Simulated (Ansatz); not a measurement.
# HfAs3: the cost of one run

Computed with Ansatz 0.2.0 (DFT PBE, scalar-relativistic, plane waves, PAW, unless a step's input says otherwise).

## (1) The system as given

The structure is cubic, space group Im-3m (No. 229). The conventional cell has a = 4.918 Å, b = 4.918 Å, c = 4.918 Å, α = 90.00°, β = 90.00°, γ = 90.00°. Around Hf (site symmetry m-3m) lie 6 As at 2.46 Å. Around As (site symmetry 4/mmm) lie 2 Hf at 2.46 Å and 4 As at 2.46 Å.

Structure file:

```cif
data_structure
_symmetry_space_group_name_H-M 'P 1'
_symmetry_Int_Tables_number 1
_cell_length_a 4.2591
_cell_length_b 4.2591
_cell_length_c 4.2591
_cell_angle_alpha 109.471
_cell_angle_beta 109.471
_cell_angle_gamma 109.471
_cell_volume 59.48
loop_
_atom_site_label
_atom_site_type_symbol
_atom_site_fract_x
_atom_site_fract_y
_atom_site_fract_z
_atom_site_occupancy
Hf1 Hf 0.00000 0.00000 0.00000 1
As1 As 0.00000 0.50000 0.50000 1
As2 As 0.50000 0.00000 0.50000 1
As3 As 0.50000 0.50000 0.00000 1
```

A structure generator made this guess: random cell by space group and Wyckoff sites (Im-3m, No. 229). Lengths come from tabulated atomic sizes and are only a guess.

## (2) A first look at the guess

input.yaml reads:

```yaml
crystal:
  lattice:
    - [-2.45901048, 2.45901048, 2.45901048]
    - [2.45901048, -2.45901048, 2.45901048]
    - [2.45901048, 2.45901048, -2.45901048]
  atoms:
    - { symbol: Hf, position: [0.0, 0.0, 0.0] }
    - { symbol: As, position: [0.0, 0.5, 0.5] }
    - { symbol: As, position: [0.5, 0.0, 0.5] }
    - { symbol: As, position: [0.5, 0.5, 0.0] }
basis:
  ecutwfc: 420
kpoints:
  mp_grid: { grid: [6, 6, 6] }
hamiltonian:
  xc: pbe
scf:
  occupations: { method: gaussian, width: 0.1 }
  lower_state_search: "off"
output:
  forces: true
  stress: true
  eigenvalues: true
```

Command:

```console
$ ansatz run input.yaml --threads 1 --pin off --max-ram 2048MiB --backend cpu --events-out ev --progress --plain --runs-dir out
```

Q: Estimate wall time and peak memory on 1 thread of Arm Neoverse V2, shared host.

About 2.6 s, with a peak of 0.35 GiB.
